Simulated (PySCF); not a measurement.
# C2H7FSi2: the cost of one run

Computed with PySCF 2.14.0, with density-fitted response routines of our own, on a single molecule in the gas phase. Atoms count from 0, in the outputs and in this text.

## 1. The molecule as given

12 atoms, charge 0, multiplicity 1; geometry from: GFN2-xTB. The atoms were then displaced at random by about 0.01 Å, so the start is not that level's minimum.

Bonds of the start (Å): C0–C1 1.30, C1–Si2 1.88, Si2–F3 1.62, Si2–Si4 2.32, C0–H5 1.10, C0–H6 1.09, C1–H7 1.06, Si2–H8 1.44, Si4–H9 1.48, Si4–H10 1.48, Si4–H11 1.46.

## 2. Relaxing the molecule at PBE0-D3(BJ)/def2-SVP

Job settings and geometry (Å):

```
{"job": {"xc": "PBE0", "basis": "def2-SVP", "d3": "d3bj", "grid": 1, "shake": 0.01, "kind": "geom"}, "charge": 0, "multiplicity": 1}
C     -1.817870     0.799280     0.747400
C     -1.467090    -0.358940     0.271670
Si     0.008610    -0.643350    -0.850190
F      0.160590    -2.257880    -0.950080
Si     2.022650     0.155640    -0.022830
H     -2.706260     0.956070     1.375540
H     -1.287520     1.725910     0.507980
H     -2.029940    -1.220650     0.542010
H     -0.324490    -0.282840    -2.200180
H      2.529970    -0.612280     1.136150
H      1.862030     1.544360     0.454830
H      3.089020     0.166400    -1.021330
```

Run with:

```console
OMP_NUM_THREADS=1 python probes_run.py task.json out
```

One launch serves the whole session: the jobs run in the order shown.

**Question.** How long does this first job take on 1 thread of Arm Neoverse N1, shared host, and how much memory does it need?

About 93 s, with a peak of 0.47 GiB.
